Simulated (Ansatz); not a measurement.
Runs of Ansatz 0.2.0 on CoW3. It takes space group Pm-3m (No. 221, cubic). The conventional cell has a = 3.907 Å, b = 3.907 Å, c = 3.907 Å, α = 90.00°, β = 90.00°, γ = 90.00°. Around W (site symmetry 4/mmm) lie 8 W at 2.76 Å and 4 Co at 2.76 Å. Co (site symmetry m-3m) is surrounded by 12 W at 2.76 Å. The cell comes from a database or a generator and needn't be the stable form of this composition.

| task | level | spin | cutoff (eV) | gap on the mesh (eV) | pressure (GPa) | V0 of scaled cells (Å³/atom) | B0 (GPa) |
| --- | --- | --- | --- | --- | --- | --- | --- |
| single point | PBEsol | collinear, random start | 420 | none | -10.4 | - | - |
| single point | PBEsol | off | 420 | none | -10.4 | - | - |
| equation of state | r2SCAN | collinear, ferromagnetic start | 500 | - | - | (a) | 266 |
| equation of state | PBE | collinear, ferromagnetic start | 420 | - | - | 14.82 | 279 |

Alike in all rows: potentials or basis Ansatz PAW; cell as given; k mesh 7 × 7 × 7; smearing fermi-dirac 0.05 eV.

**Question.** Estimate the missing entries.

**Answer.** (a) 14.77.

Caveats: the PAW data sets come from PBE, with cores solved anew for the run's functional, which leaves a small shift of forces and pressure (some runs); the starting moments weren't kept (some runs); the magnetic or orbital state may not be the lowest (some runs); the PAW data sets were made with another functional, which shifts forces and pressure a little (some runs).

A k mesh can miss the band edges, and the runs leave out spin-orbit coupling on W.

A gap of «none» marks a metal or a gap under the smearing width.
